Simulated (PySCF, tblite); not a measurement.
# C5H9NO3Si: geometry, infrared bands and NMR shifts

Wanted: the infrared bands and NMR shifts of C5H9NO3Si (`CO[Si@@](N)(O)c1ccco1`), by calculation.

The runs use tblite 0.8.0 and PySCF 2.14.0, with density-fitted response routines of our own; the level of theory stands in each step. All values are computed, except where a source is named. Atoms count from 0, in the outputs and in this text.

## (1) Starting geometry

19 atoms, charge 0, multiplicity 1; geometry from: force field or distance geometry start.

Bonds of the start (Å): C0–O1 1.37, O1–Si2 1.70, Si2–N3 1.78, Si2–O4 1.70, Si2–C5 1.84, C5–C6 1.39, C6–C7 1.40, C7–C8 1.38, C8–O9 1.31, O9–C5 1.31, C0–H10 1.08, C0–H11 1.13, C0–H12 1.13, N3–H13 1.03, N3–H14 1.02, O4–H15 0.98, C6–H16 1.09, C7–H17 1.08, C8–H18 1.09.

## (2) Relaxing the molecule with GFN2-xTB

What the job is given:

```
{"job": {"kind": "relax", "xc": "GFN2-xTB", "basis": "xTB"}, "charge": 0, "multiplicity": 1}
C     -2.478100     1.246200    -0.470400
O     -2.095200     0.490700     0.607700
Si    -0.949900    -0.726400     0.295500
N     -0.814700    -1.685400     1.786800
O     -1.427700    -1.822000    -0.916900
C      0.716300    -0.048900    -0.083500
C      1.900100    -0.419900     0.547300
C      2.909000     0.343100    -0.045400
C      2.298100     1.125600    -1.004300
O      1.013900     0.859500    -0.974800
H     -2.183000     0.886300    -1.448600
H     -3.601800     1.354000    -0.401600
H     -2.114000     2.307300    -0.338000
H     -0.731100    -1.026200     2.575400
H     -0.068400    -2.381500     1.769100
H     -1.168100    -1.488300    -1.803500
H      1.997500    -1.151500     1.345200
H      3.961700     0.311100     0.186500
H      2.825700     1.835600    -1.634000
```

The run is started by

```bash
OMP_NUM_THREADS=1 python probes_run.py task.json out
```

The driver reads the jobs from task.json and runs them one after another.

Standard output:

```text
step      E/eV     max force
  0    -876.13673    3.186
  1    -876.56965    1.128
  2    -876.63996    0.564
  3    -876.67169    0.634
  4    -876.69042    0.526
  5    -876.70821    0.275
  6    -876.71886    0.270
  7    -876.72981    0.339
  8    -876.73924    0.306
  9    -876.74713    0.187
 10    -876.75338    0.208
 11    -876.75927    0.224
 12    -876.76681    0.293
 13    -876.77820    0.279
 14    -876.79396    0.309
 15    -876.80895    0.248
 16    -876.81793    0.169
 17    -876.82230    0.118
 18    -876.82503    0.113
 19    -876.82804    0.120
 20    -876.83057    0.102
 21    -876.83237    0.097
 22    -876.83397    0.106
 23    -876.83599    0.123
 24    -876.83813    0.107
 25    -876.83960    0.072
 26    -876.84038    0.057
 27    -876.84102    0.055
 28    -876.84182    0.065
 29    -876.84259    0.067
 30    -876.84314    0.053
 31    -876.84354    0.053
 32    -876.84400    0.051
 33    -876.84455    0.047
 34    -876.84504    0.042
 35    -876.84541    0.044
 36    -876.84578    0.051
 37    -876.84630    0.055
 38    -876.84699    0.057
 39    -876.84769    0.057
 40    -876.84827    0.050
 41    -876.84876    0.055
 42    -876.84922    0.052
 43    -876.84960    0.047
 44    -876.84989    0.048
 45    -876.85019    0.043
 46    -876.85061    0.051
 47    -876.85117    0.059
 48    -876.85185    0.057
 49    -876.85265    0.069
 50    -876.85373    0.073
 51    -876.85509    0.114
 52    -876.85680    0.131
 53    -876.85819    0.141
 54    -876.86000    0.103
 55    -876.86131    0.094
 56    -876.86323    0.085
 57    -876.86444    0.101
 58    -876.86503    0.160
 59    -876.86591    0.074
 60    -876.86642    0.055
 61    -876.86712    0.040
 62    -876.86759    0.047
 63    -876.86817    0.051
 64    -876.86884    0.062
 65    -876.86966    0.062
 66    -876.87045    0.090
 67    -876.87090    0.097
 68    -876.87148    0.144
 69    -876.87192    0.091
 70    -876.87250    0.053
 71    -876.87315    0.068
 72    -876.87456    0.124
 73    -876.87666    0.200
 74    -876.88020    0.125
 75    -876.85441    1.474
 76    -876.88347    0.127
 77    -876.88508    0.109
 78    -876.88633    0.673
 79    -876.88948    0.148
 80    -876.89127    0.175
 81    -876.86901    1.603
 82    -876.89642    0.103
 83    -876.89917    0.107
 84    -876.88001    1.537
 85    -876.90387    0.099
 86    -876.90667    0.118
 87    -876.89156    1.379
 88    -876.91102    0.121
 89    -876.91319    0.154
 90    -876.91494    0.626
 91    -876.91781    0.202
 92    -876.91913    0.161
 93    -876.92276    0.111
 94    -876.92370    0.075
 95    -876.92470    0.064
 96    -876.92550    0.051
 97    -876.92618    0.064
 98    -876.92671    0.110
 99    -876.92714    0.070
100    -876.92757    0.108
101    -876.92813    0.100
102    -876.92848    0.066
103    -876.92877    0.040
104    -876.92909    0.033
105    -876.92947    0.045
106    -876.92993    0.056
107    -876.93048    0.064
108    -876.93117    0.062
109    -876.93200    0.059
110    -876.93290    0.060
111    -876.93358    0.177
112    -876.93424    0.079
113    -876.93486    0.049
114    -876.93553    0.082
115    -876.93589    0.048
116    -876.93650    0.047
117    -876.93686    0.040
118    -876.93715    0.035
119    -876.93740    0.028
120    -876.93757    0.023
121    -876.93768    0.027
122    -876.93773    0.018
123    -876.93777    0.019
124    -876.93781    0.016
125    -876.93787    0.013
126    -876.93793    0.017
127    -876.93800    0.016
128    -876.93807    0.015
129    -876.93814    0.020
130    -876.93825    0.027
131    -876.93842    0.033
132    -876.93860    0.033
133    -876.93873    0.021
134    -876.93879    0.017
135    -876.93881    0.022
136    -876.93886    0.016
137    -876.93893    0.030
138    -876.93906    0.032
139    -876.93925    0.036
140    -876.93951    0.039
141    -876.93986    0.051
142    -876.94027    0.063
143    -876.94069    0.049
144    -876.94098    0.059
145    -876.94107    0.097
146    -876.94136    0.070
147    -876.94161    0.041
148    -876.94188    0.034
149    -876.94212    0.047
150    -876.94220    0.026
151    -876.94228    0.038
152    -876.94235    0.025
153    -876.94248    0.023
154    -876.94253    0.020
155    -876.94259    0.023
156    -876.94264    0.015
157    -876.94270    0.027
158    -876.94278    0.015
159    -876.94285    0.041
160    -876.94295    0.038
161    -876.94303    0.031
162    -876.94311    0.040
163    -876.94321    0.034
164    -876.94331    0.025
165    -876.93788    0.534
166    -876.94340    0.026
167    -876.94347    0.017
168    -876.94304    0.226
169    -876.94378    0.024
170    -876.94399    0.028
171    -876.92772    0.867
172    -876.94412    0.023
173    -876.94423    0.026
174    -876.93168    0.821
175    -876.94448    0.024
176    -876.94470    0.025
177    -876.93256    0.829
178    -876.94499    0.023
179    -876.94526    0.024
180    -876.93184    0.875
181    -876.94557    0.021
182    -876.94585    0.025
183    -876.93116    0.919
184    -876.94617    0.025
185    -876.94646    0.033
186    -876.93078    0.960
187    -876.94679    0.036
188    -876.94709    0.047
189    -876.93116    0.975
190    -876.94746    0.051
191    -876.94778    0.063
192    -876.93183    0.987
193    -876.94819    0.067
194    -876.94855    0.080
195    -876.93342    0.961
196    -876.94903    0.086
197    -876.94944    0.097
198    -876.93445    0.979
199    -876.95001    0.097
200    -876.95046    0.112
201    -876.93760    0.868
202    -876.95117    0.121
203    -876.95170    0.126
204    -876.94173    0.868
205    -876.95257    0.120
206    -876.95317    0.135
207    -876.94878    0.643
208    -876.95432    0.157
209    -876.95497    0.149
210    -876.95326    0.546
211    -876.95642    0.172
212    -876.95707    0.164
213    -876.95808    0.353
214    -876.95951    0.146
215    -876.96036    0.081
216    -876.96201    0.198
217    -876.96293    0.055
218    -876.96380    0.064
219    -876.96468    0.186
220    -876.96571    0.103
221    -876.96633    0.166
222    -876.96722    0.099
223    -876.96775    0.055
224    -876.96823    0.055
225    -876.96881    0.079
226    -876.96922    0.096
227    -876.96998    0.081
228    -876.97049    0.075
229    -876.97098    0.072
230    -876.97167    0.089
231    -876.97259    0.073
232    -876.97341    0.063
233    -876.97438    0.063
234    -876.97524    0.145
235    -876.97637    0.078
236    -876.97719    0.066
237    -876.97845    0.082
238    -876.97938    0.087
239    -876.98090    0.090
240    -876.98222    0.120
241    -876.98334    0.098
242    -876.98449    0.150
243    -876.98576    0.131
244    -876.98743    0.112
245    -876.98856    0.145
246    -876.98967    0.142
247    -876.99075    0.167
248    -876.99188    0.151
249    -876.99425    0.115
250    -876.99524    0.095
251    -876.99699    0.094
252    -876.99816    0.067
253    -876.99894    0.077
254    -876.99985    0.065
255    -877.00044    0.045
256    -877.00070    0.058
257    -877.00097    0.031
258    -877.00121    0.050
259    -877.00135    0.051
260    -877.00153    0.049
261    -877.00169    0.039
262    -877.00185    0.028
263    -877.00201    0.025
264    -877.00216    0.023
265    -877.00228    0.020
266    -877.00238    0.019
267    -877.00246    0.026
268    -877.00252    0.027
269    -877.00257    0.019
270    -877.00261    0.012
271    -877.00265    0.013
272    -877.00268    0.015
273    -877.00272    0.012
274    -877.00274    0.013
275    -877.00277    0.010
276    -877.00279    0.011
277    -877.00281    0.011
278    -877.00283    0.010
279    -877.00284    0.012
280    -877.00286    0.016
281    -877.00288    0.017
282    -877.00290    0.016
283    -877.00292    0.014
284    -877.00294    0.013
285    -877.00297    0.013
286    -877.00300    0.013
287    -877.00303    0.011
288    -877.00304    0.009
```

It took 4.4 s on 1 thread of Arm Neoverse N1, shared host.

The steps of the relaxation: (not every step is listed)

| step | energy from step 0 (eV) | largest force (eV/Å) |
| --- | --- | --- |
| 0 | 0.0000 | 3.1859 |
| 1 | -0.4329 | 1.1276 |
| 2 | -0.5032 | 0.5641 |
| 3 | -0.5350 | 0.6341 |
| 4 | -0.5537 | 0.5256 |
| 5 | -0.5715 | 0.2755 |
| 6 | -0.5821 | 0.2701 |
| 7 | -0.5931 | 0.3394 |
| 8 | -0.6025 | 0.3063 |
| 35 | -0.7087 | 0.0443 |
| 62 | -0.7309 | 0.0469 |
| 89 | -0.7765 | 0.1545 |
| 116 | -0.7998 | 0.0470 |
| 143 | -0.8040 | 0.0486 |
| 170 | -0.8073 | 0.0282 |
| 197 | -0.8127 | 0.0970 |
| 224 | -0.8315 | 0.0548 |
| 251 | -0.8603 | 0.0941 |
| 278 | -0.8661 | 0.0103 |
| 283 | -0.8662 | 0.0139 |
| 284 | -0.8662 | 0.0128 |
| 285 | -0.8662 | 0.0132 |
| 286 | -0.8663 | 0.0132 |
| 287 | -0.8663 | 0.0110 |
| 288 | -0.8663 | 0.0085 |

Close pairs (by a distance rule), those that changed most:

| bond | before (Å) | after (Å) | change (Å) |
| --- | --- | --- | --- |
| O1–Si2 | 1.700 | 1.623 | -0.078 |
| Si2–O4 | 1.703 | 1.634 | -0.069 |
| Si2–N3 | 1.778 | 1.722 | -0.056 |
| C5–O9 | 1.307 | 1.357 | +0.050 |
| Si2–C5 | 1.838 | 1.881 | +0.043 |
| C0–H11 | 1.131 | 1.091 | -0.040 |
| C0–H12 | 1.130 | 1.092 | -0.038 |
| C0–O1 | 1.371 | 1.403 | +0.032 |

The final coordinates are the input of the step that follows.

## (3) Vibrational analysis with GFN2-xTB

What the job is given:

```
{"job": {"kind": "ir", "xc": "GFN2-xTB", "basis": "xTB"}, "charge": 0, "multiplicity": 1}
C     -2.394333     1.422820    -0.427735
O     -1.954181     0.466414     0.499996
Si    -0.902023    -0.747482     0.271146
N     -0.799729    -1.743703     1.671960
O     -1.457105    -1.627717    -0.988538
C      0.834514    -0.098877    -0.050365
C      2.072673    -0.488831     0.381467
C      3.009415     0.398306    -0.194431
C      2.277411     1.270669    -0.939125
O      0.971569     0.981777    -0.859088
H     -2.824822     0.936200    -1.304320
H     -3.152616     2.033741     0.063465
H     -1.563000     2.055215    -0.746422
H     -1.632340    -2.248883     1.930384
H     -0.386841    -1.344346     2.497561
H     -1.020276    -2.440608    -1.225751
H      2.277220    -1.313170     1.033263
H      4.073612     0.390316    -0.073449
H      2.561047     2.107408    -1.547478
```

Standard output:

```text
mode    cm-1     km/mol
  1      25.2      0.04
  2      59.3      0.92
  3      91.9      0.48
  4     104.9      2.95
  5     117.3      0.15
  6     153.2      3.65
  7     196.1     10.85
  8     212.3      9.65
  9     228.3     12.20
 10     254.0     22.97
 11     282.5     34.83
 12     301.3    109.75
 13     365.4     41.82
 14     450.8     60.77
 15     587.8      4.87
 16     600.1    188.23
 17     629.4      0.25
 18     743.3    130.14
 19     768.1      7.91
 20     812.5    155.67
 21     826.0      6.28
 22     837.9    224.20
 23     851.0      0.35
 24     861.0      2.96
 25     885.3    126.99
 26     915.7     70.27
 27     935.2    233.86
 28    1039.4     28.02
 29    1093.8     14.17
 30    1115.5     10.56
 31    1131.6      6.55
 32    1134.2    182.73
 33    1150.2     66.83
 34    1187.6    118.18
 35    1216.4      4.48
 36    1366.3      9.66
 37    1408.2      1.17
 38    1447.9     24.54
 39    1473.4      2.52
 40    1484.1      4.80
 41    1526.5     61.77
 42    1563.5     20.58
 43    2958.5     30.25
 44    2973.3     33.21
 45    2984.9     34.27
 46    3157.9      8.72
 47    3176.2     29.27
 48    3186.8     23.75
 49    3483.0      1.76
 50    3524.9      2.23
 51    3690.4     27.11
```

Run time: 1.4 s. Hardware: 1 thread of Arm Neoverse N1, shared host.

The strongest bands and the atoms that carry them (share of the mass-weighted mode):

| cm⁻¹ | km/mol | atoms |
| --- | --- | --- |
| 600 | 188.2 | H14 36 %, H13 36 %, N3 24 % |
| 743 | 130.1 | O1 27 %, Si2 24 %, C0 14 % |
| 812 | 155.7 | H15 37 %, O4 30 %, H14 13 % |
| 838 | 224.2 | H13 29 %, H15 25 %, H14 21 % |
| 885 | 127.0 | Si2 29 %, H15 20 %, O4 16 % |
| 935 | 233.9 | Si2 45 %, N3 33 %, O4 11 % |
| 1134 | 182.7 | O1 39 %, C0 31 % |
| 1188 | 118.2 | C5 32 %, O9 18 %, H18 14 %, C6 13 % |

## (4) Nuclear shieldings: PBE0/pcSseg-1

The job, as its differences from that of step 3:

```diff
@@ -1,2 +1,2 @@
-{"job": {"kind": "ir", "xc": "GFN2-xTB", "basis": "xTB"}, "charge": 0, "multiplicity": 1}
+{"job": {"kind": "nmr", "xc": "PBE0", "basis": "pcSseg-1"}, "charge": 0, "multiplicity": 1}
 C     -2.394333     1.422820    -0.427735
```

With the program's defaults for keys left out, this is: GIAO PBE0/pcSseg-1 NMR shielding, non-relativistic, gas phase.

Standard output:

```text
coarse grid: 16960 points
cycle   1  E = -764.9688627381  dE =  1.825e+00  |g| = 1.031e+00  |ddm| = 4.090e+00
cycle   2  E = -764.7821009321  dE =  1.868e-01  |g| = 1.455e+00  |ddm| = 1.817e+00
cycle   3  E = -765.1606012989  dE = -3.785e-01  |g| = 1.251e-01  |ddm| = 1.192e+00
cycle   4  E = -765.1631338319  dE = -2.533e-03  |g| = 5.874e-02  |ddm| = 1.312e-01
cycle   5  E = -765.1638065685  dE = -6.727e-04  |g| = 1.644e-02  |ddm| = 5.203e-02
cycle   6  E = -765.1638571890  dE = -5.062e-05  |g| = 7.050e-03  |ddm| = 1.801e-02
cycle   7  E = -765.1638674285  dE = -1.024e-05  |g| = 1.892e-03  |ddm| = 6.262e-03
cycle   8  E = -765.1638681652  dE = -7.367e-07  |g| = 3.743e-04  |ddm| = 1.536e-03
final grid: 160936 points
cycle   9  E = -765.2497098061  dE = -2.573e-05  |g| = 1.534e-02  |ddm| = 3.058e-02
cycle  10  E = -765.2496433498  dE =  6.646e-05  |g| = 2.445e-02  |ddm| = 2.352e-02
cycle  11  E = -765.2497516695  dE = -1.083e-04  |g| = 2.772e-03  |ddm| = 1.600e-02
cycle  12  E = -765.2497534265  dE = -1.757e-06  |g| = 4.573e-04  |ddm| = 2.518e-03
cycle  13  E = -765.2497534636  dE = -3.708e-08  |g| = 1.816e-04  |ddm| = 4.680e-04
cycle  14  E = -765.2497534706  dE = -6.988e-09  |g| = 3.387e-05  |ddm| = 1.553e-04
cycle  15  E = -765.2497534708  dE = -1.851e-10  |g| = 1.554e-05  |ddm| = 4.119e-05
converged SCF energy = -765.2497534708

GIAO shielding tensors (ppm)
atom      isotropic    diamagn.    paramagn.     s11        s22        s33       span
  0 C      133.115     243.283    -110.169    106.127    108.390    184.827     78.700
  1 O      300.296     398.621     -98.325    244.291    319.176    337.422     93.132
  2 Si     404.196     882.365    -478.169    364.658    420.984    426.947     62.289
  3 N      239.856     320.383     -80.527    213.259    235.541    270.769     57.510
  4 O      288.340     389.656    -101.317    265.950    286.847    312.222     46.272
  5 C       26.262     261.251    -234.989    -50.287     21.194    107.880    158.167
  6 C       60.321     256.025    -195.704    -36.981     60.473    157.470    194.451
  7 C       71.201     259.932    -188.731    -18.148     67.358    164.392    182.540
  8 C       34.957     250.830    -215.873    -43.938     41.146    107.663    151.601
  9 O       21.159     398.694    -377.535   -128.100    -73.207    264.783    392.883
 10 H       27.471      28.528      -1.057     23.097     25.342     33.974     10.877
 11 H       27.771      27.600       0.171     23.117     25.417     34.779     11.662
 12 H       27.285      30.690      -3.405     21.399     27.044     33.413     12.014
 13 H       30.957      29.863       1.095     24.063     26.547     42.262     18.199
 14 H       30.982      33.437      -2.455     24.467     27.198     41.280     16.812
 15 H       30.039      32.184      -2.145     22.230     24.428     43.460     21.231
 16 H       24.713      34.080      -9.367     22.026     23.831     28.282      6.256
 17 H       25.086      31.527      -6.441     23.110     25.756     26.392      3.282
 18 H       23.975      29.930      -5.955     20.957     24.832     26.136      5.179
```

Wall time 85 s (1 thread of Arm Neoverse N1, shared host); peak memory 1.1 GiB.

The references, computed at this level on geometries of the same kind, shield at (ppm): 1H TMS 31.72, 13C TMS 186.9, 29Si TMS 349.2, 15N NH3 267.7, 17O H2O 336.1. Their shielding less the atom's gives the shift. The references are single molecules in the gas phase, so shifts against H2O, NH3, PH3, H3PO4 or CFCl3 are not on the usual liquid scales and can be off by tens of ppm. Atoms listed in one row are averaged.

| atoms | environment | σ (ppm) | δ (ppm) | δ scaled to CDCl3 |
| --- | --- | --- | --- | --- |
| C5 | substituted aromatic carbon next to the ring oxygen | 26.3 | 160.7 | 154.9 |
| C8 | aromatic CH next to the ring oxygen | 35.0 | 152.0 | 146.4 |
| C6 | aromatic CH | 60.3 | 126.6 | 121.7 |
| C7 | aromatic CH | 71.2 | 115.7 | 111.0 |
| C0 | methyl carbon bonded to O | 133.1 | 53.8 | 50.6 |
| H18 | hydrogen on an aromatic CH next to the ring oxygen | 23.97 | 7.74 | 7.40 |
| H16 | hydrogen on an aromatic CH | 24.71 | 7.00 | 6.71 |
| H17 | hydrogen on an aromatic CH | 25.09 | 6.63 | 6.36 |
| H10, H11, H12 | hydrogen on a methyl carbon bonded to O | 27.51 | 4.21 | 4.07 |
| H15 | hydrogen on an oxygen bonded to Si | 30.04 | 1.68 | – |
| H13, H14 | hydrogen on a nitrogen bonded to Si | 30.97 | 0.75 | – |
| O9 | aromatic ring oxygen | 21.2 | 314.9 | – |
| O4 | oxygen bonded to Si, H | 288.3 | 47.7 | – |
| O1 | oxygen bonded to C, Si | 300.3 | 35.8 | – |
| Si2 | silicon bonded to C, N, 2 O | 404.2 | -55.0 | – |
| N3 | nitrogen bonded to Si, 2 H | 239.9 | 27.9 | – |

The scaled column applies a straight-line fit of computed shieldings to shifts measured in CDCl3 (root-mean-square error 0.16 ppm for H, 1.9 ppm for C).

Charges from the same density, by scheme (e):

| atoms | Mulliken | IAO | Hirshfeld | ESP fit |
| --- | --- | --- | --- | --- |
| C0 | 0.00 | -0.20 | -0.03 | -0.03 |
| O1 | -0.63 | -0.65 | -0.24 | -0.42 |
| Si2 | 1.22 | 1.51 | 0.49 | 0.92 |
| N3 | -0.63 | -0.86 | -0.33 | -1.12 |
| O4 | -0.55 | -0.80 | -0.31 | -0.67 |
| C5 | -0.10 | -0.18 | -0.06 | -0.09 |
| C6 | -0.15 | -0.21 | -0.09 | -0.14 |
| C7 | -0.17 | -0.23 | -0.09 | -0.31 |
| C8 | 0.16 | 0.01 | 0.01 | -0.03 |
| O9 | -0.38 | -0.23 | -0.06 | -0.10 |

Mayer bond orders: C0–O1 0.88, O1–Si2 1.03, Si2–N3 1.06, Si2–O4 1.06, Si2–C5 0.79, C5–C6 1.56, C6–C7 1.27, C7–C8 1.59, C8–O9 1.10, O9–C5 1.00.

Ring of atoms C5, C6, C7, C8, O9: NICS(0) -12.5, NICS(1) -11.1, NICS(1)zz -28.2 ppm (means of both faces).

## (5) Outcome

```
                                                              quantity                                   value
                             strongest single infrared mode (GFN2-xTB)                    935 cm⁻¹, 234 km/mol
                                          zero-point energy (GFN2-xTB)                           88.0 kcal/mol
                                13C shifts against TMS (PBE0/pcSseg-1)    160.7, 152.0, 126.6, 115.7, 53.8 ppm
1H shifts against TMS (PBE0/pcSseg-1, means over atoms taken as alike)  7.74, 7.00, 6.63, 4.21, 1.68, 0.75 ppm
                                17O shifts against H2O (PBE0/pcSseg-1)                   314.9, 47.7, 35.8 ppm
                               29Si shifts against TMS (PBE0/pcSseg-1)                               -55.0 ppm
                                15N shifts against NH3 (PBE0/pcSseg-1)                                27.9 ppm
```

**Reading.** Over 288 steps the energy fell by 0.866 eV; of the close pairs, O1–Si2 changed most, 1.700 to 1.623 Å. No mode is imaginary among the 51: a minimum at this level. The strongest single mode, at 935 cm⁻¹, moves mainly Si2 and N3. Unscaled tight-binding wavenumbers are off by several per cent, some by more. Its intensities can rank the bands wrongly. At PBE0/pcSseg-1: The largest span, 393 ppm, is at O9, where the paramagnetic term is -378 ppm. NICS(1)zz of -28 ppm above the planar ring from C5 marks a diatropic (aromatic) ring current.
